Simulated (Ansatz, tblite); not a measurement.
# The cluster In₃P₂Cl₃: rung by rung

How do method and basis change the picture of the cluster In₃P₂Cl₃ (singlet)?

Program: Ansatz 0.2.0, Gaussian basis. Level of theory: as each input shows. These are calculated values, not measurements.

Plan: GFN1-xTB, GFN2-xTB, PBE-D4/def2-TZVP, r2SCAN-D4/def2-TZVP, B2PLYP/def2-TZVP, BLYP-D4/def2-TZVP, CAM-B3LYP-D4/def2-TZVP, PBE+10HF/def2-SVP, PBE+15HF/def2-SVP, PBE+40HF/def2-SVP, PBE-D4/def2-SVP, PBE0-D4/def2-SVP, PBE0-D4/def2-TZVPD, PBE-D4/def2-TZVPD, B2PLYP/def2-TZVPD, CCSD(T)/def2-SVP, MP2/def2-TZVP, RPA/def2-TZVP.

3 further runs of the same task are left out: 3 set aside as unsound or not needed.

**1. The structure**

The singlet was relaxed beforehand with PBE-D4/def2-SVP. At that level it is the lowest of the isomers that a small search found.

8 atoms, charge 0, spin multiplicity 1.

Bond lengths: In1–Cl6 2.802 Å, In1–Cl7 2.800 Å, In2–P5 2.883 Å, In2–Cl6 2.763 Å, In2–Cl7 2.766 Å, In2–Cl8 2.645 Å, In3–Cl8 2.732 Å, P4–P5 1.959 Å. Angles: Cl6–In1–Cl7 75.2°, P5–In2–Cl6 98.4°, P5–In2–Cl7 98.0°, P5–In2–Cl8 173.2°, Cl6–In2–Cl7 76.4°, Cl6–In2–Cl8 87.2°, Cl7–In2–Cl8 87.0°, In2–P5–P4 105.1°, In1–Cl6–In2 90.5°, In1–Cl7–In2 90.5°, In2–Cl8–In3 87.1°.

In takes a core potential in the def2 sets. No spin-orbit coupling is included.

PBE0-D4/def2-TZVP was run before; its log isn't repeated, and its numbers join the tables.

**2. GFN1-xTB**

Tight binding, by tblite at 300 K electronic temperature and without a spin-polarisation term:

```python
tblite.interface.Calculator('GFN1-xTB', numbers, positions, charge=0, uhf=0).singlepoint()
```

Energy -624.3325 eV, HOMO -10.35 eV, LUMO -8.41 eV; 0.036 s.

**3. GFN2-xTB**

Tight binding, by tblite at 300 K electronic temperature and without a spin-polarisation term:

```python
tblite.interface.Calculator('GFN2-xTB', numbers, positions, charge=0, uhf=0).singlepoint()
```

Energy -618.8226 eV, HOMO -9.76 eV, LUMO -8.20 eV; 0.041 s.

**4. PBE-D4/def2-TZVP**

start.molden holds the orbitals of an earlier run on this state, given as this run's starting guess.

File in.yaml:

```yaml
crystal:
  periodic: [false, false, false]
  atoms:
    - {symbol: In, position_ang: [1.226558, -0.259351, 2.137307]}
    - {symbol: In, position_ang: [-0.901070, -0.239383, -1.195105]}
    - {symbol: In, position_ang: [1.059521, 2.842556, -0.571506]}
    - {symbol: P, position_ang: [-0.298439, -2.813584, 1.652449]}
    - {symbol: P, position_ang: [-1.392575, -2.803983, 0.027346]}
    - {symbol: Cl, position_ang: [-0.858881, 1.298723, 1.100256]}
    - {symbol: Cl, position_ang: [1.791441, -0.038354, -0.596177]}
    - {symbol: Cl, position_ang: [-0.626546, 2.013376, -2.554570]}
basis:
  gaussian: {orbitals: def2-TZVP, initial_orbitals: start.molden}
hamiltonian: {xc: pbe, dispersion: d4}
scf: {omitted_lower_state_checks: [starts]}
output: {orbitals: {seedname: orbitals}}
```

Run with:

```sh
ansatz run in.yaml --threads 2 --pin off --events-out ev --progress --plain --max-ram 32768MiB --backend cuda --devices 0, --max-vram 18GiB
```

After this run come: r2SCAN-D4/def2-TZVP; B2PLYP/def2-TZVP; BLYP-D4/def2-TZVP; CAM-B3LYP-D4/def2-TZVP; PBE+10HF/def2-SVP; PBE+15HF/def2-SVP; PBE+40HF/def2-SVP; PBE-D4/def2-SVP; PBE0-D4/def2-SVP; PBE0-D4/def2-TZVPD; PBE-D4/def2-TZVPD; B2PLYP/def2-TZVPD; CCSD(T)/def2-SVP; MP2/def2-TZVP; RPA/def2-TZVP.

Q: Predict the results of all the runs planned. Wanted: gap in def2-TZVP, named functionals, smallest and largest; gap over the share of exact exchange; correlation energy, CCSD(T)/def2-SVP; correlation energy, MP2/def2-TZVP; binding an atom, CCSD(T)/def2-SVP; PBE0 total energy, smallest basis above largest.

The runs gave:

```
                                                 quantity                                     value
gap in def2-TZVP, named functionals, smallest and largest  1.71 eV (PBE-D4), 4.93 eV (CAM-B3LYP-D4)
                     gap over the share of exact exchange              1.74 eV at 0, 3.88 eV at 0.4
                     correlation energy, CCSD(T)/def2-SVP                                 -26.29 eV
                        correlation energy, MP2/def2-TZVP                                 -46.35 eV
                        binding an atom, CCSD(T)/def2-SVP                                  2.284 eV
          PBE0 total energy, smallest basis above largest           19.35 eV (def2-SVP, def2-TZVPD)
```

In words: Orbital gaps of the named functionals in def2-TZVP span 1.71 eV (PBE-D4) to 4.93 eV (CAM-B3LYP-D4); exact exchange widens it. Raising the share of exact exchange from 0 to 0.4 moves the HOMO by -1.17 eV and the LUMO by +0.96 eV. The functionals in def2-TZVP miss CCSD(T)/def2-SVP by +0.234 (CAM-B3LYP-D4) to +0.457 eV (PBE-D4) an atom. The yardstick is in a double-zeta basis, so levels in larger sets aren't compared like for like. The reference is CCSD(T) in one finite basis, so it carries an error of its own, often a tenth of an eV or more, and near misses can't be ranked.
